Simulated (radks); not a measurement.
**Ionisation of Hf³⁺: one atom, several choices of exchange strength α**

One table from this session's results is given with a row withheld; the runs are named, their logs left out.

Program: radks (a radial shooting solver on a logarithmic mesh, Libxc functionals) version 1. Level of theory: Dirac Kohn-Sham, spin-unpolarised, spherical densities, point nucleus; open shells fill j = l - 1/2 first. These are calculated values, not measurements, unless marked.

## Starting point

```
element       : hafnium (Z = 72)
charge        : +3
electrons     : 69
configuration : [Xe] 4f14 5d1
ion           : Hf⁴⁺, [Xe] 4f14
choices       : α = 0.591; α = 0.632; α = 0.667; α = 0.916; α = 1.016; α = 1.026; α = 1.03; α = 1.046
```

The first run:

Settings of this run:

```text
Z 72
configuration [Xe] 4f14 5d1
relativity Dirac
functional xalpha 0.591
spin unpolarised
j_filling energy
nucleus point
c 137.035999084
```

Steps of the session up to this table: α = 0.591: Hf³⁺.

One table of the session follows, with a row left open; its other results are not shown here.

It belongs to the step «α = 0.591: Hf³⁺». From the orbitals of this run (lengths in bohr):

```
level     <r>  outermost maximum (interpolated)  90 % within  nodes
4d5/2  0.5420                             0.476        0.815      1
5s1/2   1.136                              1.02         1.64      4
5p1/2   1.263                              1.10         1.85      3
5p3/2   1.368                              1.19         2.01      3
4f5/2  0.6759                             0.453         1.15      0
4f7/2  0.6888                             0.458         1.17      0
5d3/2   1.971                              1.59         3.02      2
5d5/2       ?                                 ?            ?      ?
```

Q: Estimate the row for 5d5/2 from the others.

**Answer.** <r>: 2.021; outermost maximum (interpolated): 1.63; 90 % within: 3.09; nodes: 2. In the column «<r>» it is the highest.

Limits of these values: Spin polarisation and multiplet splitting are left out, so open shells lie too high by an amount that depends on their filling.
